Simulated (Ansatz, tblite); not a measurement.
# C₂H₆O₂Si: isomers side by side, part 2 of 2

Aim: relax some chosen isomers of C₂H₆O₂Si, and see how the levels of theory order them.

Ansatz 0.2.0, Gaussian basis; relaxed with PBE0-D4/def2-SVP, singlet. Earlier steps stand in the parts before.

## 9. Candidate B, PBE-D4/def2-TZVP

in.yaml reads:

```yaml
crystal:
  periodic: [false, false, false]
  atoms:
    - {symbol: C, position_ang: [2.609928, -0.127793, 0.040861]}
    - {symbol: C, position_ang: [-2.612905, 0.043062, 0.024943]}
    - {symbol: O, position_ang: [1.240458, -0.344663, 0.238441]}
    - {symbol: O, position_ang: [-1.261789, -0.262835, 0.230781]}
    - {symbol: Si, position_ang: [0.019751, 0.564061, -0.437714]}
    - {symbol: H, position_ang: [3.075222, -1.031448, -0.385303]}
    - {symbol: H, position_ang: [3.100633, 0.082750, 1.005110]}
    - {symbol: H, position_ang: [2.817788, 0.718587, -0.641106]}
    - {symbol: H, position_ang: [-2.760204, 0.916233, -0.638809]}
    - {symbol: H, position_ang: [-3.099558, 0.261760, 0.989424]}
    - {symbol: H, position_ang: [-3.129305, -0.819704, -0.426628]}
basis:
  gaussian: {orbitals: def2-TZVP, initial_orbitals: start.molden}
hamiltonian: {xc: pbe, dispersion: d4}
scf: {omitted_lower_state_checks: [starts]}
output: {forces: true, orbitals: {seedname: orbitals}}
```

Run with:

```
$ ansatz run in.yaml --threads 2 --pin off --events-out ev --progress --plain --max-ram 4352MiB
```

What it wrote, cut to the lines that bear on the results:

```text
Functional definition: PBE
  name "PBE"
  cite "Perdew, Burke & Ernzerhof, Phys. Rev. Lett. 77, 3865 (1996) doi:10.1103/PhysRevLett.77.3865"
  parent pbe
[...]
1178 factors; their error is unknown
[...]
mean field -14135.88179793 eV, -519.4840744289 hartree, gradient 1.5e-5 eV, S^2 0.000000; 0 other end points of the search recorded, 0 dependent functions left out
[...]
reference -14135.88184454 eV, -519.4840761419 hartree; 24, 24 occupied and 173, 173 virtual orbitals, 1178 factors
Total energy: -14136.08148288 eV, -519.4914127155 hartree
Atom 0 at     2.609928    -0.127793     0.040861 Å, force     0.715117     0.151324    -0.133247 eV/Å
Atom 1 at    -2.612905     0.043062     0.024943 Å, force    -0.704056     0.198451    -0.136613 eV/Å
Atom 2 at     1.240458    -0.344663     0.238441 Å, force    -0.658433    -0.191177     0.165077 eV/Å
Atom 3 at    -1.261789    -0.262835     0.230781 Å, force     0.643580    -0.236297     0.167782 eV/Å
Atom 4 at     0.019751     0.564061    -0.437714 Å, force     0.003785     0.089441    -0.071310 eV/Å
Atom 5 at     3.075222    -1.031448    -0.385303 Å, force    -0.037016     0.005114     0.002351 eV/Å
Atom 6 at     3.100633     0.082750     1.005110 Å, force    -0.036503    -0.002668    -0.004430 eV/Å
Atom 7 at     2.817788     0.718587    -0.641106 Å, force    -0.017076    -0.005640     0.006219 eV/Å
Atom 8 at    -2.760204     0.916233    -0.638809 Å, force     0.015730    -0.008416     0.005379 eV/Å
Atom 9 at    -3.099558     0.261760     0.989424 Å, force     0.037120    -0.003640    -0.005930 eV/Å
Atom 10 at    -3.129305    -0.819704    -0.426628 Å, force     0.037751     0.003507     0.004723 eV/Å
Dipole moment:     0.003306     0.093888    -0.072176 e Å
Checks for a lower state left out: starts
```

It took 3.4 s on 2 threads of Intel Xeon Platinum 8259CL at 2.50GHz, shared host.

From the report: HOMO -5.62 eV, LUMO -1.93 eV.

## 10. Candidate B, r2SCAN-D4/def2-TZVP

in.yaml: that of step 9 with these lines changed.

```diff
@@ -16,4 +16,4 @@
   gaussian: {orbitals: def2-TZVP, initial_orbitals: start.molden}
-hamiltonian: {xc: pbe, dispersion: d4}
+hamiltonian: {xc: r2scan, dispersion: d4}
 scf: {omitted_lower_state_checks: [starts]}
-output: {forces: true, orbitals: {seedname: orbitals}}
+output: {orbitals: {seedname: orbitals}}
```

Same command.

What it wrote:

```text
Functional definition: r2SCAN
  name "r2SCAN"
  cite "Furness, Kaplan, Ning, Perdew & Sun, J. Phys. Chem. Lett. 11, 8208 (2020) doi:10.1021/acs.jpclett.0c02405"
  cite "Furness, Kaplan, Ning, Perdew & Sun, J. Phys. Chem. Lett. 11, 9248 (2020) doi:10.1021/acs.jpclett.0c03077"
  parent r2scan
  parameter k0 = 0.174
  parameter k1 = 0.065
  parameter a1 = 4.9479
  exchange = r2scan_x(k0 = k0, k1 = k1, a1 = a1)
  correlation = r2scan_c
these checks for a lower state are left out or cut short: starts
1178 factors; their error is unknown
mean field evaluation 1: about -14143.0643 eV, gradient 6.2e0 eV
mean field evaluation 2: about -14143.1082 eV, gradient 5.8e-2 eV
mean field evaluation 4: about -14143.0847 eV, gradient 2.9e-4 eV
mean field -14143.08466494 eV, -519.7487749094 hartree, gradient 1.5e-5 eV, S^2 0.000000; 0 other end points of the search recorded, 0 dependent functions left out
reference -14143.08467809 eV, -519.7487753929 hartree; 24, 24 occupied and 173, 173 virtual orbitals, 1178 factors
Total energy: -14143.13407548 eV, -519.7505907133 hartree
Checks for a lower state left out: starts
```

Run time: 4.2 s. Hardware: 2 threads of Intel Xeon Platinum 8259CL at 2.50GHz, shared host.

Report: HOMO -5.84 eV, LUMO -1.85 eV.

## 11. Candidate B, HF/def2-TZVP

in.yaml: that of step 10 with these lines changed.

```diff
@@ -16,3 +16,3 @@
   gaussian: {orbitals: def2-TZVP, initial_orbitals: start.molden}
-hamiltonian: {xc: r2scan, dispersion: d4}
+hamiltonian: {xc: hf}
 scf: {omitted_lower_state_checks: [starts]}
```

Same command.

What it wrote:

```text
Functional definition: HF
  name "HF"
  cite "Fock, Z. Phys. 61, 126 (1930) doi:10.1007/BF01340294"
  parent pbe
  exchange = exact_x
  correlation = 0
these checks for a lower state are left out or cut short: starts
1402 factors; their error is unknown
mean field evaluation 1: about -14095.1997 eV, gradient 3.0e1 eV
mean field evaluation 2: about -14096.0827 eV, gradient 1.0e0 eV
mean field evaluation 4: about -14096.3104 eV, gradient 5.8e-1 eV
mean field -14096.31066276 eV, -518.0298620339 hartree, gradient 1.1e-5 eV, S^2 0.000000; 0 other end points of the search recorded, 0 dependent functions left out
reference -14096.31066276 eV, -518.0298620339 hartree; 24, 24 occupied and 173, 173 virtual orbitals, 1402 factors
Total energy: -14096.31066276 eV, -518.0298620339 hartree
Checks for a lower state left out: starts
```

Run time: 2.3 s. Hardware: 2 threads of Intel Xeon Platinum 8259CL at 2.50GHz, shared host.

HOMO -9.48 eV, LUMO 1.87 eV.

## 12. Candidate B, CAM-B3LYP-D4/def2-TZVP

in.yaml: that of step 11 with these lines changed.

```diff
@@ -16,3 +16,3 @@
   gaussian: {orbitals: def2-TZVP, initial_orbitals: start.molden}
-hamiltonian: {xc: hf}
+hamiltonian: {xc: {name: CAM-B3LYP}, dispersion: d4}
 scf: {omitted_lower_state_checks: [starts]}
```

Launched as before.

What it wrote, cut to the lines that bear on the results:

```text
Functional definition: CAM-B3LYP
  name "CAM-B3LYP"
  cite "Yanai, Tew & Handy, Chem. Phys. Lett. 393, 51 (2004) doi:10.1016/j.cplett.2004.06.011"
  cite "Iikura, Tsuneda, Yanai & Hirao, J. Chem. Phys. 115, 3540 (2001) doi:10.1063/1.1383587"
  cite "Becke, Phys. Rev. A 38, 3098 (1988) doi:10.1103/PhysRevA.38.3098"
  cite "Lee, Yang & Parr, Phys. Rev. B 37, 785 (1988) doi:10.1103/PhysRevB.37.785"
  cite "Vosko, Wilk & Nusair, Can. J. Phys. 58, 1200 (1980) doi:10.1139/p80-159"
[...]
  # Exact exchange under (alpha + beta erf(omega r))/r, Becke's under what is left of 1/r.
[...]
1187 factors; their error is unknown
327 factors; integrals over basis functions are off by at most 1.3e-5 eV
[...]
mean field -14145.01271700 eV, -519.8196295156 hartree, gradient 1.3e-5 eV, S^2 0.000000; 0 other end points of the search recorded, 0 dependent functions left out
reference -14145.01286266 eV, -519.8196348685 hartree; 24, 24 occupied and 173, 173 virtual orbitals, 1187 factors
Total energy: -14145.18195884 eV, -519.8258490388 hartree
Checks for a lower state left out: starts
```

Run time: 4.1 s. Hardware: 2 threads of Intel Xeon Platinum 8259CL at 2.50GHz, shared host.

From the report: HOMO -8.14 eV, LUMO -0.06 eV.

## 13. Candidate B, BLYP-D4/def2-TZVP

in.yaml: that of step 12 with these lines changed.

```diff
@@ -16,3 +16,3 @@
   gaussian: {orbitals: def2-TZVP, initial_orbitals: start.molden}
-hamiltonian: {xc: {name: CAM-B3LYP}, dispersion: d4}
+hamiltonian: {xc: {name: BLYP}, dispersion: d4}
 scf: {omitted_lower_state_checks: [starts]}
```

Launched as before.

What it wrote:

```text
Functional definition: BLYP
  name "BLYP"
  cite "Becke, Phys. Rev. A 38, 3098 (1988) doi:10.1103/PhysRevA.38.3098"
  cite "Lee, Yang & Parr, Phys. Rev. B 37, 785 (1988) doi:10.1103/PhysRevB.37.785"
  parameter beta = 0.0042
  parameter a = 0.04918
  parameter b = 0.132
  parameter c = 0.2533
  parameter d = 0.349
  exchange = b88_x(beta = beta)
  correlation = lyp_c(a = a, b = b, c = c, d = d)
these checks for a lower state are left out or cut short: starts
1178 factors; their error is unknown
mean field evaluation 1: about -14145.3562 eV, gradient 1.6e1 eV
mean field evaluation 2: about -14145.6147 eV, gradient 2.4e-1 eV
mean field evaluation 4: about -14145.5903 eV, gradient 7.9e-4 eV
mean field -14145.59029914 eV, -519.8408552680 hartree, gradient 1.0e-5 eV, S^2 0.000000; 0 other end points of the search recorded, 0 dependent functions left out
reference -14145.59070617 eV, -519.8408702260 hartree; 24, 24 occupied and 173, 173 virtual orbitals, 1178 factors
Total energy: -14146.03621824 eV, -519.8572424926 hartree
Checks for a lower state left out: starts
```

Wall time 2.6 s (2 threads of Intel Xeon Platinum 8259CL at 2.50GHz, shared host).

Report: HOMO -5.50 eV, LUMO -1.80 eV.

## 14. Candidate B, PBE-D4/def2-SVP

in.yaml: that of step 13 with these lines changed.

```diff
@@ -15,4 +15,4 @@
 basis:
-  gaussian: {orbitals: def2-TZVP, initial_orbitals: start.molden}
-hamiltonian: {xc: {name: BLYP}, dispersion: d4}
+  gaussian: {orbitals: def2-SVP, initial_orbitals: start.molden}
+hamiltonian: {xc: pbe, dispersion: d4}
 scf: {omitted_lower_state_checks: [starts]}
```

The command is unchanged.

What it wrote:

```text
Functional definition: PBE
  name "PBE"
  cite "Perdew, Burke & Ernzerhof, Phys. Rev. Lett. 77, 3865 (1996) doi:10.1103/PhysRevLett.77.3865"
  parent pbe
  parameter kappa = 0.804
  parameter beta = 0.06672455060314922
  exchange = pbe_x(kappa = kappa, mu = beta*pi^2/3)
  correlation = pbe_c(beta = beta)
these checks for a lower state are left out or cut short: starts
1146 factors; their error is unknown
mean field evaluation 1: about -14125.3559 eV, gradient 9.8e0 eV
mean field evaluation 2: about -14125.6200 eV, gradient 2.2e-1 eV
mean field evaluation 4: about -14125.5653 eV, gradient 3.2e-4 eV
mean field -14125.56526770 eV, -519.1049489359 hartree, gradient 1.2e-5 eV, S^2 0.000000; 0 other end points of the search recorded, 0 dependent functions left out
reference -14125.56530495 eV, -519.1049503049 hartree; 24, 24 occupied and 80, 80 virtual orbitals, 1146 factors
Total energy: -14125.76494329 eV, -519.1122868786 hartree
Checks for a lower state left out: starts
```

It took 1.6 s on 2 threads of Intel Xeon Platinum 8259CL at 2.50GHz, shared host.

HOMO -5.49 eV, LUMO -1.73 eV.

## 15. Candidate B, PBE0-D4/def2-SVP

in.yaml: that of step 14 with these lines changed.

```diff
@@ -16,3 +16,3 @@
   gaussian: {orbitals: def2-SVP, initial_orbitals: start.molden}
-hamiltonian: {xc: pbe, dispersion: d4}
+hamiltonian: {xc: pbe0, dispersion: d4}
 scf: {omitted_lower_state_checks: [starts]}
```

Same command.

What it wrote:

```text
Functional definition: PBE0
  name "PBE0"
  cite "Adamo & Barone, J. Chem. Phys. 110, 6158 (1999) doi:10.1063/1.478522"
  cite "Perdew, Burke & Ernzerhof, Phys. Rev. Lett. 77, 3865 (1996) doi:10.1103/PhysRevLett.77.3865"
  parent pbe
  parameter a = 0.25
  parameter kappa = 0.804
  parameter beta = 0.06672455060314922
  exchange = (1 - a)*pbe_x(kappa = kappa, mu = beta*pi^2/3) + a*exact_x
  correlation = pbe_c(beta = beta)
these checks for a lower state are left out or cut short: starts
1146 factors; their error is unknown
mean field evaluation 1: about -14126.3702 eV, gradient 8.4e0 eV
mean field evaluation 2: about -14126.5342 eV, gradient 1.2e-1 eV
mean field evaluation 4: about -14126.5961 eV, gradient 1.1e-4 eV
mean field -14126.59610303 eV, -519.1428314356 hartree, gradient 1.2e-5 eV, S^2 0.000000; 0 other end points of the search recorded, 0 dependent functions left out
reference -14126.59613215 eV, -519.1428325058 hartree; 24, 24 occupied and 80, 80 virtual orbitals, 1146 factors
Total energy: -14126.76378011 eV, -519.1489934548 hartree
Checks for a lower state left out: starts
```

It took 2 s on 2 threads of Intel Xeon Platinum 8259CL at 2.50GHz, shared host.

Report: HOMO -6.73 eV, LUMO -0.94 eV.

## 16. Candidate B, HF/STO-3G

in.yaml: that of step 15 with these lines changed.

```diff
@@ -15,4 +15,4 @@
 basis:
-  gaussian: {orbitals: def2-SVP, initial_orbitals: start.molden}
-hamiltonian: {xc: pbe0, dispersion: d4}
+  gaussian: {orbitals: STO-3G}
+hamiltonian: {xc: hf}
 scf: {omitted_lower_state_checks: [starts]}
```

The command is unchanged.

What it wrote:

```text
Functional definition: HF
  name "HF"
  cite "Fock, Z. Phys. 61, 126 (1930) doi:10.1007/BF01340294"
  parent pbe
  exchange = exact_x
  correlation = 0
these checks for a lower state are left out or cut short: starts
471 factors; integrals over basis functions are off by at most 2.9e-5 eV
mean field evaluation 1: about -13918.3904 eV, gradient 2.9e1 eV
mean field evaluation 2: about -13918.6276 eV, gradient 2.9e1 eV
mean field evaluation 4: about -13921.4772 eV, gradient 1.8e0 eV
mean field evaluation 8: about -13921.4912 eV, gradient 4.0e-2 eV
mean field -13921.49123286 eV, -511.6053664821 hartree, gradient 7.8e-6 eV, S^2 0.000000; 0 other end points of the search recorded, 0 dependent functions left out
reference -13921.49123286 eV, -511.6053664821 hartree; 24, 24 occupied and 11, 11 virtual orbitals, 471 factors
Total energy: -13921.49123286 eV, -511.6053664821 hartree
Checks for a lower state left out: starts
```

Run time: 0.25 s. Hardware: 2 threads of Intel Xeon Platinum 8259CL at 2.50GHz, shared host.

From the report: HOMO -6.12 eV, LUMO 7.29 eV.

## 17. Candidate B, CCSD(T)/def2-SVP

in.yaml: that of step 16 with these lines changed.

```diff
@@ -15,4 +15,4 @@
 basis:
-  gaussian: {orbitals: STO-3G}
-hamiltonian: {xc: hf}
+  gaussian: {orbitals: def2-SVP, initial_orbitals: start.molden}
+correlation: {method: ccsd_t}
 scf: {omitted_lower_state_checks: [starts]}
```

The command is unchanged.

What it wrote, cut to the lines that bear on the results:

```text
Functional definition: HF
  name "HF"
  cite "Fock, Z. Phys. 61, 126 (1930) doi:10.1007/BF01340294"
  parent pbe
[...]
1027 factors; integrals over basis functions are off by at most 1.4e-3 eV
[...]
mean field -14085.90129766 eV, -517.6473249222 hartree, gradient 1.8e-6 eV, S^2 0.000000; 0 other end points of the search recorded, 0 dependent functions left out
9 core orbitals not correlated: weight in the atoms' cores, before any rotation towards them, 1.000 or more for the frozen orbitals, at most 0.000 for the correlated occupied ones
reference -14085.90129766 eV, -517.6473249222 hartree; 15, 15 occupied and 80, 80 virtual orbitals, 1027 factors
second order -19.93938454 eV of doubles, -0.00000000 eV of singles
cycle   1  -20.53331087 eV  change   -5.9e-1 eV  update   1.2e-1
[...]
cycle  10  -21.26644159 eV  change    9.1e-7 eV  update   9.3e-6
perturbative correction -0.57560793 eV, -0.0211532013 hartree
Total energy: -14107.74334719 eV, -518.4500054372 hartree
Checks for a lower state left out: starts
```

Wall time 8.5 s (2 threads of Intel Xeon Platinum 8259CL at 2.50GHz, shared host).

From the report: Hartree-Fock HOMO -9.47 eV, LUMO 2.28 eV; T1 0.015.

## 18. Candidate B, MP2/def2-TZVP

in.yaml: that of step 17 with these lines changed.

```diff
@@ -15,4 +15,4 @@
 basis:
-  gaussian: {orbitals: def2-SVP, initial_orbitals: start.molden}
-correlation: {method: ccsd_t}
+  gaussian: {orbitals: def2-TZVP, initial_orbitals: start.molden}
+correlation: {method: mp2}
 scf: {omitted_lower_state_checks: [starts]}
```

Launched as before.

What it wrote:

```text
Functional definition: HF
  name "HF"
  cite "Fock, Z. Phys. 61, 126 (1930) doi:10.1007/BF01340294"
  parent pbe
  exchange = exact_x
  correlation = 0
these checks for a lower state are left out or cut short: starts
1322 factors; integrals over basis functions are off by at most 1.1e-3 eV
mean field evaluation 1: about -14095.1092 eV, gradient 3.0e1 eV
mean field evaluation 2: about -14095.9811 eV, gradient 1.0e0 eV
mean field evaluation 4: about -14096.3108 eV, gradient 1.5e-2 eV
mean field evaluation 8: about -14096.3108 eV, gradient 1.8e-6 eV
mean field -14096.31084856 eV, -518.0298688619 hartree, gradient 8.2e-6 eV, S^2 0.000000; 0 other end points of the search recorded, 0 dependent functions left out
9 core orbitals not correlated: weight in the atoms' cores, before any rotation towards them, 1.000 or more for the frozen orbitals, at most 0.000 for the correlated occupied ones
reference -14096.31084856 eV, -518.0298688619 hartree; 15, 15 occupied and 173, 173 virtual orbitals, 1322 factors
second order -24.61017439 eV of doubles, -0.00000000 eV of singles
Total energy: -14120.92102295 eV, -518.9342760894 hartree
Checks for a lower state left out: starts
```

It took 3.6 s on 2 threads of Intel Xeon Platinum 8259CL at 2.50GHz, shared host.

From the report: Hartree-Fock HOMO -9.48 eV, LUMO 1.87 eV.

## 19. B against A

The energies of A at these levels come from its own runs, whose logs aren't repeated here.

Differences are taken before rounding.

```
                method  B above A (kJ/mol)  from CCSD(T)/def2-SVP (kJ/mol)     time
              GFN1-xTB                49.9                           -18.5  0.019 s
              GFN2-xTB                84.3                           +15.8  0.013 s
             HF/STO-3G                12.0                           -56.5    0.5 s
           HF/def2-SVP                77.8                            +9.3         
          HF/def2-TZVP                62.5                            -6.0    4.5 s
       PBE-D4/def2-SVP                62.6                            -5.9      3 s
      PBE-D4/def2-TZVP                42.7                           -25.7    7.3 s
     BLYP-D4/def2-TZVP                34.2                           -34.2    5.2 s
   r2SCAN-D4/def2-TZVP                56.3                           -12.2    8.8 s
      PBE0-D4/def2-SVP                65.9                            -2.6    3.7 s
     PBE0-D4/def2-TZVP                46.6                           -21.9    7.8 s
CAM-B3LYP-D4/def2-TZVP                40.1                           -28.3    8.5 s
          MP2/def2-SVP                76.6                            +8.2         
         MP2/def2-TZVP                48.7                           -19.7    7.4 s
         CCSD/def2-SVP                63.9                            -4.5         
      CCSD(T)/def2-SVP                68.5                               0     16 s
```

Among the levels timed on like hardware and quicker than the yardstick, those that no quicker one beats, quickest first: GFN2-xTB (0.013 s, +15.8 kJ/mol); PBE-D4/def2-SVP (3 s, -5.9 kJ/mol); PBE0-D4/def2-SVP (3.7 s, -2.6 kJ/mol).

Times add the two runs; a level without a time comes out of a correlated run.

## 20. Results

What follows sums up all 2 parts.

```
                   quantity         value
B above A, CCSD(T)/def2-SVP  +68.5 kJ/mol
    levels that put B lower          none
```

What this shows: All levels free of doubt put A (Cs) below B (C2v), by 12.0 to 84.3 kJ/mol. The yardstick is in a double-zeta basis, so levels in larger sets aren't compared like for like. The reference is CCSD(T) in one finite basis, so it carries an error of its own, often a tenth of an eV or more, and near misses can't be ranked. Only these isomers were run, one conformer each; others of the formula can lie lower. Only singlets are compared; another spin may lie lower and prefer another shape.
